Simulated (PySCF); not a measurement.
# C2H3F2GeN: the cost of one run

Programs: PySCF 2.14.0, with density-fitted response routines of our own. Each step states its level of theory. These are calculated values for one molecule in the gas phase, unless marked as measured. Atoms are numbered from 0 throughout.

### Step 1. The starting structure

9 atoms, charge 0, multiplicity 1; geometry from: PBE0-D3(BJ)/def2-SVP.

Bonds of the start (Å): C0–C1 1.21, C1–Ge2 1.88, Ge2–N3 1.79, Ge2–F4 1.72, Ge2–F5 1.73, C0–H6 1.08, N3–H7 1.01, N3–H8 1.01.

### Step 2. Nuclear shieldings: HF/pcSseg-2

The job: settings as JSON, then the geometry in Å.

```
{"job": {"kind": "nmr", "xc": "HF", "basis": "pcSseg-2", "pop": false}, "charge": 0, "multiplicity": 1}
C      2.182382     1.265221    -0.151379
C      1.254771     0.512634     0.066740
Ge    -0.196862    -0.629633     0.398621
N     -1.616972    -0.222883    -0.604858
F      0.229608    -2.272313     0.105840
F     -0.527686    -0.635897     2.096898
H      3.006337     1.930268    -0.344915
H     -1.795441     0.766113    -0.746606
H     -2.477976    -0.730184    -0.427667
```

Level: GIAO HF/pcSseg-2 NMR shielding, non-relativistic, gas phase.

The run is started by

```
OMP_NUM_THREADS=1 python probes_run.py task.json out
```

This one command runs all jobs of the session in turn.

Q: Estimate the wall time and peak memory of this first job on 1 thread of Arm Neoverse V2, shared host.

About 25 s, with a peak of 1.1 GiB.
